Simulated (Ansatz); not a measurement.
This script makes vertical spin-state energies of CH5BS2, SMILES CBSS with the Python package of Ansatz (0.2.0).

The script, `spin_ch5bs2.py`:
```python
"""Vertical spin-state energies of CH5BS2."""

import warnings

import ansatz as az

BASIS = "6-31G"
FUNCTIONAL = "B3LYP"
VDW = "d3bj"

warnings.simplefilter("ignore", az.DeckWarning)

system = (
    az.Crystal.molecule()
    .atom("C", [-0.6872, 0.5933, 0.7702])
    .atom("B", [-0.6918, -0.5297, -0.3191])
    .atom("S", [0.6764, -1.7874, -0.3103])
    .atom("S", [1.991, -0.5809, -1.5793])
    .atom("H", [0.1318, 0.5479, 1.4303])
    .atom("H", [-0.6984, 1.6344, 0.2392])
    .atom("H", [-1.6504, 0.5664, 1.3441])
    .atom("H", [-1.4915, -0.5822, -1.1501])
    .atom("H", [2.5087, 0.0917, -0.442])
)

setup = (
    system.calculation()
    .basis(gaussian=BASIS)
    .functional(FUNCTIONAL, dispersion=VDW)
    .scf(lower_state_search="off")
)
found = {}
for unpaired in [0, 2, 4]:
    rep = setup.spin("collinear", total=unpaired).run(threads=1, pin="off").report
    s = unpaired / 2
    found[unpaired] = rep["free_energy_ev"]
    print(f"2S+1 = {unpaired + 1}: E = {found[unpaired]:.5f} eV, <S^2> = {abs(rep['mean_field']['state']['spin_squared']):.3f} (pure state {s * (s + 1):.2f})")
lowest = min(found, key=found.get)
for unpaired, e in found.items():
    print(f"multiplicity {unpaired + 1}: {96.485332 * (e - found[lowest]):.1f} kJ/mol above the lowest")
```

Which spin state is lowest at this geometry, and how far above lie the others?

In order: multiplicity 1 (+0.00 eV), multiplicity 3 (+2.45 eV) and multiplicity 5 (+6.90 eV), all at the one geometry.

What the script printed:

Output of `python spin_ch5bs2.py`:
```text
2S+1 = 1: E = -23463.89833 eV, <S^2> = 0.000 (pure state 0.00)
2S+1 = 3: E = -23461.44601 eV, <S^2> = 2.002 (pure state 2.00)
2S+1 = 5: E = -23457.00136 eV, <S^2> = 6.006 (pure state 6.00)
multiplicity 1: 0.0 kJ/mol above the lowest
multiplicity 3: 236.6 kJ/mol above the lowest
multiplicity 5: 665.5 kJ/mol above the lowest
```

Caveats:
- These settings explore the input space; basis and method may be short of convergence.
- The geometry is a force-field or estimated start, not a minimum of this method, and the basis set is short of its limit. All parts are taken at fixed geometry, without zero-point energy.
- b3lyp holds the VWN-RPA fit, as in Gaussian; the form of ORCA and Turbomole is b3lyp5.
- Wall time of the script: 7.6 s on 1 thread of Arm Neoverse V1 (shared host), peak memory 0.17 GiB.

(Lines on the test bed's own set-up are left out of the output.)
